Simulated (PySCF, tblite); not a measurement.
# C₅H₉O₂ radical: geometry, infrared bands and EPR parameters

Aim: predict the infrared bands and EPR parameters of C₅H₉O₂ radical (`[CH2]OC/C=C/CO`).

The runs use tblite 0.8.0 and PySCF 2.14.0, with density-fitted response routines of our own; the level of theory stands in each step. All values are computed, except where a source is named. Atoms are numbered from 0 throughout.

### 1 The starting structure

16 atoms, charge 0, multiplicity 2; geometry from: force field or distance geometry start.

Bonds of the start (Å): C0–O1 1.38, O1–C2 1.42, C2–C3 1.49, C3–C4 1.33, C4–C5 1.48, C5–O6 1.38, C0–H7 1.12, C0–H8 1.12, C2–H9 1.13, C2–H10 1.10, C3–H11 1.09, C4–H12 1.10, C5–H13 1.11, C5–H14 1.13, O6–H15 0.96.

### 2 Geometry optimisation with GFN2-xTB

Job settings and geometry (Å):

```
{"job": {"kind": "relax", "xc": "GFN2-xTB", "basis": "xTB"}, "charge": 0, "multiplicity": 2}
C     -2.517100     1.185000     0.427000
O     -1.981200     0.915100    -0.817000
C     -1.286700    -0.327100    -0.769300
C     -0.184700    -0.308300     0.228700
C      1.038600    -0.540400    -0.250800
C      2.250200    -0.566400     0.597600
O      3.106600     0.425000     0.149000
H     -3.587100     0.868900     0.410600
H     -2.534600     2.272400     0.688000
H     -2.040500    -1.067700    -0.367800
H     -0.918700    -0.586500    -1.773000
H     -0.360100    -0.145500     1.295000
H      1.193500    -0.711800    -1.323300
H      2.722400    -1.572500     0.628000
H      2.002000    -0.294600     1.671200
H      3.089800     0.463600    -0.805200
```

Launch:

```sh
> OMP_NUM_THREADS=1 python probes_run.py task.json out
```

The driver reads the jobs from task.json and runs them one after another.

The log of the run:

```text
step      E/eV     max force
  0    -633.11652    2.944
  1    -633.36641    1.783
  2    -633.53185    1.197
  3    -633.64897    0.820
  4    -633.72752    0.398
  5    -633.74568    0.319
  6    -633.77412    0.489
  7    -633.79043    0.423
  8    -633.80272    0.282
  9    -633.81267    0.269
 10    -633.82569    0.350
 11    -633.83658    0.332
 12    -633.84356    0.239
 13    -633.84958    0.189
 14    -633.85607    0.244
 15    -633.86169    0.243
 16    -633.86642    0.208
 17    -633.87019    0.186
 18    -633.87353    0.162
 19    -633.87711    0.223
 20    -633.88073    0.198
 21    -633.88418    0.122
 22    -633.88754    0.119
 23    -633.89014    0.110
 24    -633.89190    0.115
 25    -633.89321    0.092
 26    -633.89464    0.091
 27    -633.89639    0.119
 28    -633.89840    0.136
 29    -633.90014    0.153
 30    -633.90207    0.107
 31    -633.90415    0.101
 32    -633.90786    0.160
 33    -633.91092    0.188
 34    -633.91462    0.154
 35    -633.91703    0.116
 36    -633.91543    0.456
 37    -633.91994    0.107
 38    -633.92090    0.071
 39    -633.92301    0.076
 40    -633.92369    0.067
 41    -633.92471    0.060
 42    -633.92506    0.059
 43    -633.92561    0.056
 44    -633.92604    0.050
 45    -633.92641    0.046
 46    -633.92668    0.045
 47    -633.92704    0.057
 48    -633.92764    0.075
 49    -633.92852    0.077
 50    -633.92932    0.059
 51    -633.92972    0.043
 52    -633.92991    0.040
 53    -633.93014    0.041
 54    -633.93045    0.038
 55    -633.93070    0.029
 56    -633.93084    0.028
 57    -633.93093    0.024
 58    -633.93103    0.019
 59    -633.93115    0.022
 60    -633.93123    0.020
 61    -633.93128    0.017
 62    -633.93132    0.015
 63    -633.93137    0.018
 64    -633.93143    0.022
 65    -633.93148    0.020
 66    -633.93153    0.024
 67    -633.93161    0.025
 68    -633.93169    0.025
 69    -633.93177    0.031
 70    -633.93186    0.027
 71    -633.93197    0.030
 72    -633.93215    0.033
 73    -633.93245    0.056
 74    -633.93287    0.080
 75    -633.93333    0.092
 76    -633.93368    0.062
 77    -633.93396    0.051
 78    -633.93422    0.046
 79    -633.93473    0.047
 80    -633.93523    0.044
 81    -633.93563    0.037
 82    -633.93585    0.031
 83    -633.93597    0.028
 84    -633.93607    0.026
 85    -633.93620    0.025
 86    -633.93631    0.028
 87    -633.93642    0.031
 88    -633.93652    0.024
 89    -633.93662    0.023
 90    -633.93676    0.026
 91    -633.93691    0.030
 92    -633.93706    0.030
 93    -633.93722    0.027
 94    -633.93737    0.025
 95    -633.93751    0.026
 96    -633.93762    0.024
 97    -633.93769    0.022
 98    -633.93774    0.020
 99    -633.93779    0.019
100    -633.93786    0.017
101    -633.93791    0.019
102    -633.93796    0.017
103    -633.93802    0.020
104    -633.93811    0.023
105    -633.93824    0.023
106    -633.93842    0.030
107    -633.93859    0.028
108    -633.93875    0.026
109    -633.93889    0.032
110    -633.93900    0.034
111    -633.93909    0.021
112    -633.93915    0.021
113    -633.93920    0.014
114    -633.93923    0.014
115    -633.93926    0.015
116    -633.93930    0.021
117    -633.93934    0.018
118    -633.93939    0.020
119    -633.93946    0.027
120    -633.93959    0.029
121    -633.93977    0.034
122    -633.93997    0.029
123    -633.94012    0.031
124    -633.94020    0.034
125    -633.94032    0.023
126    -633.94043    0.024
127    -633.94055    0.025
128    -633.94065    0.026
129    -633.94078    0.034
130    -633.94092    0.045
131    -633.94107    0.034
132    -633.94114    0.019
133    -633.94116    0.013
134    -633.94118    0.012
135    -633.94118    0.006
```

Wall time 0.7 s (1 thread of Arm Neoverse V1, shared host); peak memory 0.18 GiB.

Step by step: (not every step is listed)

```tsv
step	energy from step 0 (eV)	largest force (eV/Å)
0	0.0000	2.9439
1	-0.2499	1.7834
2	-0.4153	1.1972
3	-0.5324	0.8195
4	-0.6110	0.3980
5	-0.6292	0.3191
6	-0.6576	0.4892
7	-0.6739	0.4228
8	-0.6862	0.2823
20	-0.7642	0.1984
32	-0.7913	0.1603
44	-0.8095	0.0496
56	-0.8143	0.0283
68	-0.8152	0.0255
80	-0.8187	0.0443
92	-0.8205	0.0297
104	-0.8216	0.0232
116	-0.8228	0.0214
128	-0.8241	0.0264
130	-0.8244	0.0446
131	-0.8245	0.0340
132	-0.8246	0.0192
133	-0.8246	0.0127
134	-0.8247	0.0117
135	-0.8247	0.0064
```

Close pairs (by a distance rule), those that changed most:

```tsv
bond	before (Å)	after (Å)	change (Å)
C0–H8	1.118	1.071	-0.047
C5–H14	1.135	1.092	-0.043
C0–H7	1.116	1.078	-0.038
C2–H9	1.130	1.103	-0.027
C5–O6	1.385	1.409	+0.025
C0–O1	1.381	1.359	-0.022
C4–C5	1.479	1.500	+0.021
O1–C2	1.424	1.408	-0.016
```

The end geometry stands in the next job.

### 3 Harmonic vibrations with GFN2-xTB

Job settings and geometry (Å):

```
{"job": {"kind": "ir", "xc": "GFN2-xTB", "basis": "xTB"}, "charge": 0, "multiplicity": 2}
C     -2.800345     1.222978     0.424504
O     -2.053854     1.065769    -0.700497
C     -1.333613    -0.140373    -0.801647
C     -0.134970    -0.151951     0.103255
C      1.083035    -0.504668    -0.268910
C      2.277500    -0.533629     0.638403
O      3.374843     0.186209     0.124301
H     -3.179372     0.349422     0.928851
H     -3.326356     2.155457     0.463277
H     -1.990750    -0.988713    -0.546209
H     -1.030929    -0.227482    -1.848299
H     -0.336768     0.165681     1.117475
H      1.273699    -0.809048    -1.291884
H      2.566765    -1.584332     0.815630
H      2.044032    -0.072765     1.600009
H      3.559482    -0.123609    -0.769668
```

The log of the run:

```text
mode    cm-1     km/mol
  1      36.2      1.00
  2      80.0      1.54
  3      93.1      0.67
  4     142.5      1.20
  5     197.5      1.48
  6     270.2     28.29
  7     323.3    148.54
  8     353.4      5.87
  9     427.7      2.89
 10     480.4     23.02
 11     486.6     22.53
 12     522.8     13.16
 13     747.4      2.35
 14     929.3      3.38
 15     946.5      3.08
 16     962.6     22.27
 17    1013.6     12.20
 18    1028.0    119.85
 19    1066.1      5.09
 20    1096.3     13.69
 21    1110.1     17.64
 22    1152.6     17.41
 23    1207.0     25.50
 24    1252.6     13.34
 25    1262.4     29.77
 26    1274.7      4.88
 27    1298.5     15.49
 28    1319.8     19.48
 29    1345.1     60.61
 30    1377.1     12.87
 31    1440.2      1.62
 32    1459.9      0.47
 33    1727.6      3.48
 34    2821.2     67.02
 35    2831.1     54.16
 36    2971.3     18.95
 37    2991.8     13.86
 38    3037.5     38.85
 39    3068.4     26.69
 40    3071.6     50.60
 41    3173.0     23.83
 42    3540.3      7.23
```

Wall time 0.41 s (1 thread of Arm Neoverse V1, shared host); peak memory 0.18 GiB.

Which atoms move in the most intense modes:

```tsv
cm⁻¹	km/mol	atoms
323	148.5	H15 68 %
1028	119.8	C5 27 %, O6 25 %, C4 16 %
1262	29.8	O1 31 %, H9 27 %, C0 15 %, H7 11 %
1345	60.6	H14 42 %, H15 18 %, C5 17 %
2821	67.0	H13 93 %
2831	54.2	H9 93 %
3038	38.9	H12 89 %
3072	50.6	H11 82 %
```

### 4 g tensor and hyperfine couplings: B3LYP/pcH-1

Same as in step 3 but for these lines:

```diff
@@ -1,2 +1,2 @@
-{"job": {"kind": "ir", "xc": "GFN2-xTB", "basis": "xTB"}, "charge": 0, "multiplicity": 2}
+{"job": {"kind": "epr", "basis": "pcH-1"}, "charge": 0, "multiplicity": 2}
 C     -2.800345     1.222978     0.424504
```

With the program's defaults for keys left out, this is: UKS B3LYP, pcH-1 on C H O, non-relativistic, mean-field spin-orbit, GIAO.

The log of the run:

```text
UKS, coarse grid
  cycle   1  E = -346.18790518  |g| = 5.88e-01
  cycle   2  E = -346.02806860  |g| = 9.01e-01
  cycle   3  E = -346.30863027  |g| = 1.02e-01
  cycle   4  E = -346.31205841  |g| = 4.49e-02
  cycle   5  E = -346.31281395  |g| = 1.44e-02
  cycle   6  E = -346.31288240  |g| = 4.36e-03
  cycle   7  E = -346.31289134  |g| = 1.18e-03
  cycle   8  E = -346.31289165  |g| = 8.68e-04
UKS, final grid
  cycle   1  E = -346.31291109  |g| = 1.52e-03
  cycle   2  E = -346.31290829  |g| = 2.86e-03
  cycle   3  E = -346.31291219  |g| = 1.21e-04
  cycle   4  E = -346.31291219  |g| = 3.04e-05
  cycle   5  E = -346.31291220  |g| = 3.20e-05
  cycle   6  E = -346.31291220  |g| = 4.22e-06
E = -346.31291220 Eh   <S^2> = 0.7532 (exact 0.7500)
g shifts (ppm)      1          2          3
  rmc          -189       -189       -189
  gc              1         52         60
  oz_so         -24       1361       2259
  total        -212       1224       2131
hyperfine (MHz)  atom isotope    a_iso     a_fc   dipolar eigenvalues
    0   13C     137.59     137.59    -74.19    -72.88    147.07
    1   17O     -23.34     -23.34    -72.39     34.81     37.58
    2   13C      -4.06      -4.06     -1.91     -0.99      2.90
    3   13C      -0.74      -0.74     -2.47     -0.47      2.94
    4   13C      -1.13      -1.13     -0.53      0.08      0.45
    5   13C       1.80       1.80     -0.23     -0.17      0.39
    6   17O      -0.13      -0.13     -0.32      0.15      0.17
    7    1H     -34.99     -34.99    -34.67     -0.78     35.45
    8    1H     -46.37     -46.37    -34.63     -1.44     36.07
    9    1H       9.42       9.42     -3.80     -3.59      7.39
   10    1H       0.29       0.29     -3.44     -2.81      6.25
   11    1H       0.34       0.34     -5.18     -2.74      7.91
   12    1H       2.25       2.25     -0.87     -0.69      1.56
   13    1H      -0.14      -0.14     -0.43     -0.41      0.84
   14    1H      -0.08      -0.08     -0.73     -0.57      1.30
   15    1H      -0.04      -0.04     -0.37     -0.27      0.64
```

Run time: 56 s. Hardware: 1 thread of Arm Neoverse V1, shared host; peak memory 1.1 GiB.

Principal g values 2.00211, 2.00354, 2.00445; g(iso) = 2.00337, against 2.00232 for a free electron.

Mean a(iso) over the nuclei that a row names, and the largest dipolar term of the row (other rows stand at the frozen geometry):

```tsv
nuclei	isotope	a(iso) (MHz)	a(iso) (G, at g = 2.0023)	largest dipolar term (MHz)
C0	13C	137.6	49.1	147.1
H7, H8	1H	-40.7	-14.5	36.1
O1	17O	-23.3	-8.3	-72.4
H9, H10	1H	4.9	1.7	7.4
C2	13C	-4.1	-1.4	2.9
H12	1H	2.2	0.8	1.6
C5	13C	1.8	0.6	0.4
C4	13C	-1.1	-0.4	-0.5
C3	13C	-0.7	-0.3	2.9
H11	1H	0.3	0.1	7.9
O6	17O	-0.1	0.0	-0.3
H13, H14	1H	-0.1	0.0	1.3
H15	1H	0.0	0.0	0.6
```

Mulliken spin populations:

C0 0.92; O1 0.14; C2 -0.01; C3 0.01; C4 0.00; C5 0.00; O6 0.00; H7 -0.03; H8 -0.04; H9 0.01; H10 0.00; H11 0.00; H12 0.00; H13 0.00; H14 0.00; H15 0.00

In first order the couplings over 0.8 MHz of 1H give 18 distinct lines over 33.3 G, if the averaged nuclei exchange fast.

Orbitals, density, ELF and potential are computed afterwards from the orbital file.

ELF in a plane through or near 8 of the atoms.

Values, 10 rows by 14 columns:
```
0.00 0.00 0.00 0.00 0.00 0.00 0.00 0.00 0.00 0.00 0.00 0.00 0.00 0.00
0.00 0.00 0.00 0.00 0.00 0.00 0.00 0.00 0.00 0.00 0.00 0.00 0.00 0.00
0.00 0.00 0.00 0.01 0.89 0.95 0.00 0.07 0.01 0.28 0.18 0.00 0.00 0.00
0.00 0.00 0.01 0.03 0.95 1.00 0.03 0.98 0.08 0.76 0.61 0.08 0.01 0.00
0.00 0.00 0.30 0.38 0.13 0.71 0.32 0.92 0.10 0.44 0.32 0.50 0.13 0.00
0.00 0.00 0.09 0.22 0.36 0.69 0.81 0.25 0.60 0.52 0.42 0.46 0.27 0.00
0.00 0.00 0.01 0.04 0.09 0.99 0.57 0.23 0.52 0.29 0.24 0.01 0.01 0.00
0.00 0.00 0.00 0.00 0.27 0.99 0.27 0.78 0.99 0.15 0.00 0.00 0.00 0.00
0.00 0.00 0.00 0.00 0.00 0.07 0.00 0.21 0.81 0.06 0.00 0.00 0.00 0.00
0.00 0.00 0.00 0.00 0.00 0.00 0.00 0.00 0.00 0.00 0.00 0.00 0.00 0.00
```
The map spans 12.7 Å across and 9.0 Å up, centred on the molecule. Atoms in the plane (x, y in Å): C2 (1.3, -0.9), C3 (0.1, 0.0), C4 (-1.2, -0.4), C5 (-2.4, 0.6), H10 (1.0, -1.9), H11 (0.3, 1.1), H12 (-1.4, -1.4), H14 (-2.0, 1.6).

On the surface of density 0.002 e/bohr³ the electrostatic potential runs, from the 1st to the 99th percentile, from -1.64 V near O6 to 2.12 V near H15.

The spin density lies nearest to C0 58 %; O1 18 %; H7, H8 about 10 % each.

### 5 Results

| quantity | value |
| --- | --- |
| strongest single infrared mode (GFN2-xTB) | 323 cm⁻¹, 149 km/mol |
| zero-point energy (GFN2-xTB) | 80.0 kcal/mol |
| g(iso) (B3LYP) | 2.00337 |
| ⟨S²⟩ | 0.753 (exact 0.75) |
| largest a(iso) (averaged by class) | 13C on C0, 137.6 MHz |
| surface potential, 1st and 99th percentile | -1.64 V and 2.12 V |

Over 135 steps the energy fell by 0.825 eV; of the close pairs, C0–H8 changed most, 1.118 to 1.071 Å. No mode is imaginary among the 42: a minimum at this level. The strongest single mode, at 323 cm⁻¹, moves mainly H15. Unscaled tight-binding wavenumbers are off by several per cent, some by more. Its intensities can rank the bands wrongly. C0 carries the largest spin population, 0.92 e. The isotropic g lies 1.0 ppt above the free-electron value.
